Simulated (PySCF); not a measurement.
# Ru (Ru3+): the cost of one run

Computed with PySCF 2.14.0 and routines of our own; the level stands in each step. Atoms count from 0.

## 1. The starting structure

1 atom, charge 3, states of the metal's open shell are computed; geometry from: free ion.

## 2. Ligand-field states: state-averaged CASSCF

Job settings and geometry (Å):

```
{"job": {"kind": "lf", "basis": {"metal": "x2c-TZVPall", "ligand": "x2c-SVPall"}, "nevpt": true}, "charge": 3, "metal": "Ru", "open_shell": "d5"}
Ru     0.000000     0.000000     0.000000
```

Level: state-averaged CASSCF of the metal d shell, SC-NEVPT2 on the averaged canonical orbitals, state-interaction spin-orbit coupling.

Command:

```console
OMP_NUM_THREADS=1 python lf_run.py task.json out
```

This one command runs all jobs of the session in turn.

Q: Estimate the wall time and peak memory of this first job on 1 thread of Arm Neoverse V2, shared host.

About 5.7 s, with a peak of 0.2 GiB.
